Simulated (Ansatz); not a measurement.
Run this with Ansatz's Python interface and show what comes out.

Script `run_compress.py`:
```python
"""Cell of Ge under pressure."""

import ansatz as az
import numpy as np

def edges_and_angles(cell):
    cell = np.asarray(cell)
    a, b, c = np.linalg.norm(cell, axis=1)
    cosines = cell[1] @ cell[2] / (b * c), cell[0] @ cell[2] / (a * c), cell[0] @ cell[1] / (a * b)
    return (a, b, c, *np.degrees(np.arccos(cosines)))

xtal = (
    az.Lattice.from_parameters(2.991106, 2.991106, 4.727596, alpha=90.0, beta=90.0, gamma=120.33151)
    .atom("Ge", (0.666553, 0.333447, 0.25))
    .atom("Ge", (0.333447, 0.666553, 0.75))
)

setup = (
    xtal.calculation()
    .functional(az.Functional.PBESOL)
    .basis(550)
    .occupations("Fermi-Dirac", width=0.1)
    .kpoints(12, 12, 7)
)

# H = F + PV, with 1 GPa A^3 = 1/160.21766 eV
rows = []
for pressure in [0, 5, 10, 20]:
    done = setup.relax(cell=True, pressure=pressure, force_tolerance=0.03).run()
    cell = done.lattice.cell_ang
    n_atoms = len(done.lattice.sites)
    volume = abs(np.linalg.det(cell)) / n_atoms
    enthalpy = done.report["free_energy_ev"] / n_atoms + pressure * volume / 160.21766
    rows.append((pressure, volume, enthalpy, *edges_and_angles(cell)))
    print(f"{pressure} GPa done: {volume:.4f} A^3/atom")

print(" P (GPa)  V (A^3/atom)  H (eV/atom)     a       b       c")
for row in rows:
    print("{:8.1f} {:12.4f} {:14.5f} {:7.4f} {:7.4f} {:7.4f}".format(*row[:6]))
p, v = np.array([row[0] for row in rows], float), np.array([row[1] for row in rows])
print("mean bulk modulus between rows (GPa):", np.round(-np.diff(p) / np.diff(np.log(v)), 1))
```

Output of `python run_compress.py`:
```text
0 GPa done: 18.3800 A^3/atom
5 GPa done: 17.2803 A^3/atom
10 GPa done: 16.4713 A^3/atom
20 GPa done: 15.2775 A^3/atom
 P (GPa)  V (A^3/atom)  H (eV/atom)     a       b       c
     0.0      18.3800    -4253.33223  2.8311  2.8311  5.2952
     5.0      17.2803    -4252.68078  2.9699  2.9699  4.6041
    10.0      16.4713    -4252.15464  2.9146  2.9146  4.5457
    20.0      15.2775    -4251.16627  2.8134  2.8134  4.4632
mean bulk modulus between rows (GPa): [ 81.  104.3 132.9]
```

The volume falls from 18.38 Å³ an atom at 0 GPa to 15.28 at 20 GPa, by 16.9 %. Between 0 and 5 GPa, -V dP/dV is about 81 GPa, a mean over that step.

What to keep in mind:
- Absolute energies stand on the zero of these potentials, so only differences at equal settings mean something.
- At a fixed pressure a relaxation lowers the enthalpy F + PV, while F alone can rise.
- Within a few hundredths of an angstrom the cell has the higher group P6_3/mmc; the lower one is a small distortion.
- The cell relaxed to the group P6/mmm; tensors and edges are in the axes of the typed cell.
- This isn't the structure that Ge takes at ambient conditions.
- Symmetry holds the cell in this phase, whether or not it is the stable one at each pressure.
- Wall time of the script: 6 min on 1 thread of Intel(R) Xeon(R) Processor @ 2.30GHz, with other jobs on the host, peak memory 0.69 GiB.
